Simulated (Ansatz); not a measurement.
**PdCl (CsCl type): how the settings move a single-point run**

Question: which choices in the input matter for PdCl (CsCl type)?

Computed with Ansatz 0.2.0 (reference: DFT, PBE, all-electron PAW with datasets made for the crystal, scalar-relativistic, unless a step's input says otherwise).

2 further runs of the same task are left out: 2 set aside as unsound or not needed. Runs told in other sessions of the task aren't counted.

## (1) The starting structure

Symmetry: Pm-3m, No. 221, cubic system. The conventional cell has a = 2.393 Å, b = 2.393 Å, c = 2.393 Å, α = 90.00°, β = 90.00°, γ = 90.00°. Pd (site symmetry m-3m) is surrounded by 8 Cl at 2.07 Å. Cl (site symmetry m-3m) is surrounded by 8 Pd at 2.07 Å.

Coordinates:

```xyz
2
Lattice="2.3928 0.0000 0.0000 0.0000 2.3928 0.0000 0.0000 0.0000 2.3928" Properties=species:S:1:pos:R:3 pbc="T T T"
Pd    0.0000    0.0000    0.0000
Cl    1.1964    1.1964    1.1964
```

## (2) Reference

Contents of input.yaml:

```yaml
crystal:
  lattice:
    - [2.3928309271, 0.0, 0.0]
    - [0.0, 2.3928309271, 0.0]
    - [0.0, 0.0, 2.3928309271]
  atoms:
    - { symbol: Pd, position: [0.0, 0.0, 0.0] }
    - { symbol: Cl, position: [0.5, 0.5, 0.5] }
kpoints:
  mp_grid: { grid: [15, 15, 15] }
scf:
  occupations: { method: fermi_dirac, width: 0.08 }
hamiltonian:
  xc: pbe
  pseudopotentials: { kind: all_electron, datasets: crystal }
output:
  forces: true
  stress: true
  eigenvalues: true
```

The run is started by

```sh
$ ansatz run input.yaml --threads 1 --pin off --max-ram 2048MiB --backend cpu --events-out ev --progress --plain --runs-dir out
```

## (3) Changed: xc lda, dispersion d3bjatm

input.yaml: that of step 2 with these lines changed.

```diff
@@ -13,4 +13,5 @@
 hamiltonian:
-  xc: pbe
+  xc: lda
   pseudopotentials: { kind: all_electron, datasets: crystal }
+  dispersion: d3bjatm
 output:
```

Q: Predict the outcome of this session. Wanted: for each run, ending; energy change; pressure; gap; force.

**Answer**, as computed:

| run | ending | energy change | pressure (GPa) | gap (eV) | force (eV/Å) | cycles | time |
| --- | --- | --- | --- | --- | --- | --- | --- |
| reference | converged | - | 741.0 | 0.00 | 0.00 | 11 | 13 s |
| 1: xc lda, dispersion d3bjatm | converged | not comparable | 689.6 | 0.00 | 0.00 | 9 | 12 s |

Residual by cycle in the longest SCF loop of each run; runs are numbered as in the table. The quantity is the density residual dr2, in eV.

| cycle | reference | run 1 |
| --- | --- | --- |
| 1 | 1.68 | 1.98 |
| 2 | 0.339 | 0.394 |
| 3 | 0.00761 | 0.00326 |
| 4 | 0.00473 | 0.00322 |
| 5 | 0.00151 | 0.00106 |
| 6 | 1.3e-5 | 3.1e-4 |
| 7 | 1.4e-5 | 8.7e-6 |
| 8 | 1.1e-6 | 1.2e-6 |
| 9 | 6.0e-8 | 1.0e-8 |
| 10 | 6.4e-8 | - |
| 11 | 4.8e-9 | - |

**Reading.** After a change of functional the difference of the totals has no physical meaning; the pressure goes from 741.0 to 689.6 GPa. The dispersion term changed too. The structure is not at rest: the sound run finds 741 GPa, so these are no properties of the relaxed crystal. 
